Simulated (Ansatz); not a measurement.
# BrClH3InOSi: small, medium and large basis sets

One table from this session's results is given with a row withheld; the runs are named, their logs left out.

Program: Ansatz 0.2.0, Gaussian basis. Level of theory: one geometry, several basis sets. These are calculated values, not measurements.

Plan: PBE0-D4/def2-SVP; ωB97M-V/def2-SVP; PBE0-D4/def2-QZVPP; ωB97M-V/def2-QZVPP; the functionals' def2-TZVPP values are taken from earlier runs.

## The geometry

An earlier PBE0-D4 in a triple-zeta def2 set relaxation fixed the geometry. In takes the def2 core potential; no spin-orbit term is included.

SMILES `[SiH3][O][In]([Cl])[Br]`, 8 atoms, charge 0, spin multiplicity 1.

Atoms are counted from 1 here; the program's logs count them from 0.

Bond lengths: Si1–O2 1.638 Å, Si1–H6 1.487 Å, Si1–H7 1.487 Å, Si1–H8 1.490 Å, O2–In3 1.952 Å, In3–Cl4 2.300 Å, In3–Br5 2.425 Å. Angles: O2–Si1–H6 109.6°, O2–Si1–H7 109.3°, O2–Si1–H8 111.3°, H6–Si1–H7 109.1°, H6–Si1–H8 108.7°, H7–Si1–H8 108.8°, Si1–O2–In3 137.1°, O2–In3–Cl4 118.4°, O2–In3–Br5 118.9°, Cl4–In3–Br5 122.7°.

Set-up of the first run:

File in.yaml:

```yaml
crystal:
  periodic: [false, false, false]
  atoms:
    - {symbol: Si, position_ang: [1.027194, -0.569215, 0.992349]}
    - {symbol: O, position_ang: [0.265612, 0.646106, 0.201355]}
    - {symbol: In, position_ang: [-1.153361, 0.817525, -1.127587]}
    - {symbol: Cl, position_ang: [-2.152328, -1.097524, -1.916489]}
    - {symbol: Br, position_ang: [-1.793072, 3.032392, -1.878630]}
    - {symbol: H, position_ang: [2.459188, -0.605486, 0.592900]}
    - {symbol: H, position_ang: [0.935785, -0.334677, 2.457481]}
    - {symbol: H, position_ang: [0.410981, -1.889110, 0.678620]}
basis:
  gaussian: {orbitals: def2-SVP}
hamiltonian: {xc: pbe0, dispersion: d4}
output: {orbitals: {seedname: orbitals}}
```

Run with:

```console
$ ansatz run in.yaml --threads 4 --pin off --events-out ev --progress --plain --max-ram 10444MiB
```

Steps of the session up to this table: PBE0-D4 in def2-SVP; ωB97M-V in def2-SVP; PBE0-D4 in def2-QZVPP; ωB97M-V in def2-QZVPP.

One table of the session follows, with a row left open; its other results are not shown here.

It belongs to the step «Functionals by basis». 

| functional | basis | HOMO (eV) | LUMO (eV) |
| --- | --- | --- | --- |
| PBE0-D4 | def2-SVP | ? | ? |
| PBE0-D4 | def2-TZVPP | -8.75 | -2.77 |
| PBE0-D4 | def2-QZVPP | -8.76 | -2.79 |
| ωB97M-V | def2-SVP | -10.88 | -0.65 |
| ωB97M-V | def2-TZVPP | -11.04 | -0.84 |
| ωB97M-V | def2-QZVPP | -11.05 | -0.93 |

Estimate the missing values for PBE0-D4, def2-SVP.

As computed: HOMO (eV): -8.63; LUMO (eV): -2.67. In the column «HOMO (eV)» it is the highest.
